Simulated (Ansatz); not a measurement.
# As (hcp type): how the settings move a single-point run

How sensitive is a single-point run of As (hcp type) to its settings? A reference run comes first, then one run with altered input.

Method: reference: DFT, PBEsol, PAW with Ansatz's default frozen-core files, scalar-relativistic, in Ansatz 0.2.0.

## 1. The starting structure

Symmetry: P6_3/mmc, No. 194, hexagonal system. Conventional cell: a = 2.826 Å, b = 2.826 Å, c = 4.682 Å, α = 90.00°, β = 90.00°, γ = 120.00°. Around As (site symmetry -6m2) lie 12 As at 2.83 to 2.85 Å.

Coordinates:

```
CELL_PARAMETERS angstrom
2.82619 0.00000 0.00000
-1.41310 2.44755 0.00000
0.00000 0.00000 4.68211
ATOMIC_POSITIONS crystal
As 0.33333 0.66667 0.25000
As 0.66667 0.33333 0.75000
```

## 2. Baseline

File input.yaml:

```yaml
crystal:
  lattice:
    - [2.8261901716, 0.0, 0.0]
    - [-1.4130950858, 2.4475524845, 0.0]
    - [0.0, 0.0, 4.6821138772]
  atoms:
    - { symbol: As, position: [0.3333333333, 0.6666666667, 0.25] }
    - { symbol: As, position: [0.6666666667, 0.3333333333, 0.75] }
kpoints:
  mp_grid: { grid: [14, 14, 8] }
scf:
  occupations: { method: fermi_dirac, width: 0.08 }
hamiltonian:
  xc: pbesol
  pseudopotentials: { kind: paw }
output:
  forces: true
  stress: true
  eigenvalues: true
  populations: true
```

On the command line:

```
ansatz run input.yaml --threads 1 --pin off --max-ram 2048MiB --backend cpu --events-out ev --progress --plain --runs-dir out
```

## 3. Changing settings: mixing.algorithm anderson, mixing.beta 0.5, mixing.ndim 8, accuracy high

Changes to input.yaml since step 2:

```diff
@@ -12,2 +12,3 @@
   occupations: { method: fermi_dirac, width: 0.08 }
+  mixing: { algorithm: anderson, beta: 0.5, ndim: 8 }
 hamiltonian:
@@ -20 +21,2 @@
   populations: true
+accuracy: high
```

**Question.** What will these runs give? Wanted: for each run, ending; energy change; pressure; gap; force.

As calculated:

| run | ending | energy change | pressure (GPa) | gap (eV) | force (eV/Å) | cycles | time |
| --- | --- | --- | --- | --- | --- | --- | --- |
| reference | converged | 0 | 15.3 | 0.00 | 0.00 | 6 | 3.8 s |
| 1: mixing.algorithm anderson, mixing.beta 0.5, mixing.ndim 8, accuracy high | converged | 0.0 meV/atom | 15.3 | 0.00 | 0.00 | 9 | 7 s |

Residual by cycle in the longest SCF loop of each run; runs are numbered as in the table. The quantity is the density residual dr2, in eV.

| cycle | reference | run 1 |
| --- | --- | --- |
| 1 | 6.7e-4 | 6.7e-4 |
| 2 | 2.6e-4 | 2.6e-4 |
| 3 | 4.1e-5 | 5.5e-6 |
| 4 | 6.1e-7 | 1.0e-6 |
| 5 | 2.6e-8 | 3.7e-7 |
| 6 | 1.0e-9 | 8.1e-9 |
| 7 | - | 2.2e-10 |
| 8 | - | 1.4e-11 |
| 9 | - | 3.3e-12 |

The changed input (mixing and accuracy level) leaves the energy the same to the digits printed. Cost: 9 SCF cycles against 6, 7 s against 3.8 s. Semilocal functionals close small gaps, so the missing gap need not be the real solid's. The structure is not at rest: the sound run finds 15 GPa, so these are no properties of the relaxed crystal. 
